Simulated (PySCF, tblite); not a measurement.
# C₈H₉N: geometry, infrared bands and NMR shifts

Wanted: the infrared bands and NMR shifts of C₈H₉N (`C=Cc1ccnc(C)c1`), by calculation.

Computed with tblite 0.8.0 and PySCF 2.14.0, with density-fitted response routines of our own, on a single molecule in the gas phase. Atoms are numbered from 0 throughout.

## 1. The starting structure

18 atoms, charge 0, multiplicity 1; geometry from: force field or distance geometry start.

Bonds of the start (Å): C0–C1 1.35, C1–C2 1.47, C2–C3 1.38, C3–C4 1.39, C4–N5 1.35, N5–C6 1.35, C6–C7 1.49, C6–C8 1.39, C8–C2 1.40, C0–H9 1.08, C0–H10 1.08, C1–H11 1.09, C3–H12 1.08, C4–H13 1.09, C7–H14 1.10, C7–H15 1.09, C7–H16 1.10, C8–H17 1.09.

## 2. Optimising the geometry with GFN2-xTB

The job: settings as JSON, then the geometry in Å.

```
{"job": {"kind": "relax", "xc": "GFN2-xTB", "basis": "xTB"}, "charge": 0, "multiplicity": 1}
C      2.880000     1.259600    -0.899400
C      1.704600     1.381800    -0.252100
C      0.755000     0.281000    -0.049400
C      1.138300    -1.035400     0.103800
C      0.160500    -2.003900     0.324000
N     -1.164400    -1.732700     0.371600
C     -1.532400    -0.437600     0.223500
C     -2.993500    -0.132500     0.301500
C     -0.611400     0.584000     0.021400
H      3.191600     0.334400    -1.354900
H      3.524600     2.119400    -1.006000
H      1.425800     2.340300     0.174000
H      2.177100    -1.335400     0.106100
H      0.429000    -3.048500     0.445700
H     -3.207800     0.558500     1.126200
H     -3.339800     0.317500    -0.627700
H     -3.578600    -1.047800     0.464900
H     -0.967400     1.603500    -0.091500
```

Started as:

```bash
> OMP_NUM_THREADS=1 python probes_run.py task.json out
```

One launch serves the whole session: the jobs run in the order shown.

**Question.** This job is followed by: GFN2-xTB harmonic vibrations, gas phase; GIAO PBE0/pcSseg-1 NMR shielding, non-relativistic, gas phase. Predict these results of the whole session: strongest single infrared mode (GFN2-xTB); zero-point energy (GFN2-xTB); 13C shifts against TMS (PBE0/pcSseg-1); 1H shifts against TMS (PBE0/pcSseg-1, means over atoms taken as alike); 15N shifts against NH3 (PBE0/pcSseg-1).

The runs gave:

| quantity | value |
| --- | --- |
| strongest single infrared mode (GFN2-xTB) | 1583 cm⁻¹, 124 km/mol |
| zero-point energy (GFN2-xTB) | 90.8 kcal/mol |
| 13C shifts against TMS (PBE0/pcSseg-1) | 165.3, 155.1, 148.7, 144.4, 128.2, 123.4, 118.3, 27.3 ppm |
| 1H shifts against TMS (PBE0/pcSseg-1, means over atoms taken as alike) | 8.80, 7.51, 7.03, 6.82, 6.49, 5.80, 2.75 ppm |
| 15N shifts against NH3 (PBE0/pcSseg-1) | 357.3 ppm |

**Reading.** Relaxing lowered the energy by 0.103 eV in 78 steps; the close pair that moved most is C4–N5, from 1.353 to 1.323 Å. All 48 modes are real, so the xTB geometry is a minimum. The strongest single mode, at 1583 cm⁻¹, is carried by C8, C4, C6, C3. Unscaled tight-binding wavenumbers are off by several per cent, some by more. Its intensities can rank the bands wrongly. At PBE0/pcSseg-1: The widest tensor belongs to N5: span 657 ppm, with a paramagnetic part of -423 ppm. NICS(1)zz of -25 ppm above the planar ring from C2 marks a diatropic (aromatic) ring current.
